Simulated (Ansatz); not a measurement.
The system is PtSe.

```
Pt Se
1.0
     3.70187    0.00000    0.00000
    -1.85094    3.20591    0.00000
     0.00000    0.00000    3.61284
Pt Se
1 1
Cartesian
  0.0000 0.0000 0.0000
  1.8509 1.0686 1.8064
```

The cell comes from a database or a generator and needn't be the stable form of this composition.

| Item | Value |
| --- | --- |
| Program | Ansatz 0.2.0 |
| Task | relaxation of cell and atoms |
| Functional | PBEsol |
| Potentials or basis | Ansatz PAW |
| Cutoff | 420 eV (not typed: the program's choice for these potentials) |
| k mesh | 8 × 8 × 7 |
| Occupations | fermi-dirac, width 0.05 eV |
| Spin | no spin polarisation |

At the start: volume 21.44 Å³/atom.

Where does the relaxation end?

It ends after 8 steps and the volume is 18.43 Å³/atom (-14.0 %); space group P-6m2 (No. 187, to 0.05 Å).

Step by step:
| step | energy change (eV) | largest force (eV/Å) | volume (Å³) |
| --- | --- | --- | --- |
| 1 | 0.0000 | 0.0000 | 42.88 |
| 2 | -0.3771 | 0.0000 | 37.96 |
| 3 | -0.4112 | 0.0000 | 35.65 |
| 4 | -0.4227 | 0.0000 | 36.47 |
| 5 | -0.4290 | 0.0000 | 36.77 |
| 6 | -0.4328 | 0.0000 | 36.88 |
| 7 | -0.4328 | 0.0000 | 36.86 |
| 8 | -0.4316 | 0.0000 | 36.86 |

Final structure:
```
Pt Se
1.0
     3.69381    0.00000    0.00000
    -1.84691    3.19894    0.00000
     0.00000    0.00000    3.11952
Pt Se
1 1
Direct
  0.00000 0.00000 0.00000
  0.66667 0.33333 0.50000
```

Caveat: the plane-wave basis is chosen anew once the cell has moved, so the energies of steps on either side of that aren't comparable; the PAW data sets come from PBE, with cores solved anew for the run's functional, which leaves a small shift of forces and pressure.
